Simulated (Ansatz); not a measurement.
**CrCl (sextet): the correlation ladder, def2-SVP**

One table from this session's results is given with a row withheld; the runs are named, their logs left out.

Method: def2-SVP, core rule «outside noble gas», up to 14 orbitals frozen; program: Ansatz 0.2.0, Gaussian basis.

The runs, in order: UHF; CCSD(T) on ROHF; CCSD(T) on UHF; CISD; CCSDT(Q) on ROHF; CCSDT(Q) on UHF; CASSCF and MRCISD+Q, 13 electrons in 10 orbitals; CASSCF and NEVPT2, 13 electrons in 10 orbitals.

23 further runs of the same task are left out: 9 for a known fault of the program, 6 that didn't finish, 8 set aside as unsound or not needed.

**The system**

The geometry is a PBE0/def2-TZVP stationary point (not a proven minimum).

2 atoms, charge 0, spin multiplicity 6.

Atoms are counted from 1 here; the program's logs count them from 0.

Bond lengths: Cr1–Cl2 2.202 Å.

Set-up of the first run:

File in.yaml:

```yaml
crystal:
  periodic: [false, false, false]
  atoms:
    - {symbol: Cr, position_ang: [0.000000, 0.000000, 0.000000]}
    - {symbol: Cl, position_ang: [0.000000, 0.000000, 2.201800]}
basis:
  gaussian: {orbitals: def2-SVP}
magnetization: {spin_polarized: true, initial_magnetization: 5}
hamiltonian: {xc: hf}
output: {orbitals: {seedname: orbitals}}
```

Launch:

```sh
> ansatz run in.yaml --threads 1 --pin off --events-out ev --progress --plain --max-ram 2393MiB
```

Among the steps run: UHF; CCSD(T) on ROHF; CCSD(T) on UHF; CISD; CCSDT(Q) on ROHF; CCSDT(Q) on UHF; CASSCF and MRCISD+Q, 13 electrons in 10 orbitals; CASSCF and NEVPT2, 13 electrons in 10 orbitals.

One of the session's tables, all rows but one given; the rest of the session is left out.

```
          method  from UCCSDT(Q) (meV)
            ROHF               +6213.3
             UHF               +6122.7
            RMP2                +723.1
            UMP2                +681.1
            CISD                     ?
           RCCSD                +166.7
           UCCSD                +156.5
        RCCSD(T)                 +40.6
        UCCSD(T)                 +28.3
          RCCSDT                 +19.8
          UCCSDT                  +8.7
       RCCSDT(Q)                 +13.0
       UCCSDT(Q)                     0
  CASSCF valence               +5964.2
  NEVPT2 valence               +1427.9
  MRCISD valence                +515.4
MRCISD+Q valence                 +98.8
```

**Question.** Estimate the row for CISD.

**Answer.** from UCCSDT(Q) (meV): +560.8. In the column «from UCCSDT(Q) (meV)» it lies between MRCISD valence (+515.4) and UMP2 (+681.1).

Caveats from the session: Restricted and unrestricted rows rest on different reference determinants; where their highest levels disagree by more than a few hundredths of an eV, they describe different states and don't form one ladder.
